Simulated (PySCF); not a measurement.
# C4H3BF2O: the cost of one run

Programs: PySCF 2.14.0, with density-fitted response routines of our own. Each step states its level of theory. These are calculated values for one molecule in the gas phase, unless marked as measured. Atoms are numbered from 0 throughout.

## 1. The molecule as given

11 atoms, charge 0, multiplicity 1; geometry from: GFN2-xTB.

Bonds of the start (Å): O0–C1 1.19, C1–C2 1.48, C2–C3 1.35, C3–B4 1.55, B4–F5 1.32, B4–F6 1.32, C3–C7 1.52, C7–C1 1.54, C2–H8 1.07, C7–H9 1.09, C7–H10 1.09.

## 2. Excited states and response: CAM-B3LYP/def2-SVPD

Job settings and geometry (Å):

```
{"job": {"kind": "uv", "xc": "CAM-B3LYP", "basis": "def2-SVPD", "nstates": 8, "ntriplets": 3}, "charge": 0, "multiplicity": 1}
O     -2.849822     0.318464    -0.538896
C     -1.666923     0.214646    -0.426892
C     -0.528816     1.127455    -0.161604
C      0.376479     0.122130    -0.221501
B      1.917585     0.063472    -0.066996
F      2.645977     1.132040     0.178133
F      2.601240    -1.055919    -0.170874
C     -0.666332    -0.954405    -0.501588
H     -0.446720     2.185213     0.011509
H     -0.782335    -1.711982     0.270871
H     -0.594908    -1.438443    -1.473473
```

Method: TDDFT CAM-B3LYP/def2-SVPD, vertical, gas phase, core orbitals frozen in the response.

Command:

```sh
> OMP_NUM_THREADS=1 python probes_run.py task.json out
```

One launch serves the whole session: the jobs run in the order shown.

Q: Estimate the wall time and peak memory of this job on 1 thread of Intel Xeon at 2.50GHz, shared host.

About 78 s, with a peak of 0.83 GiB.
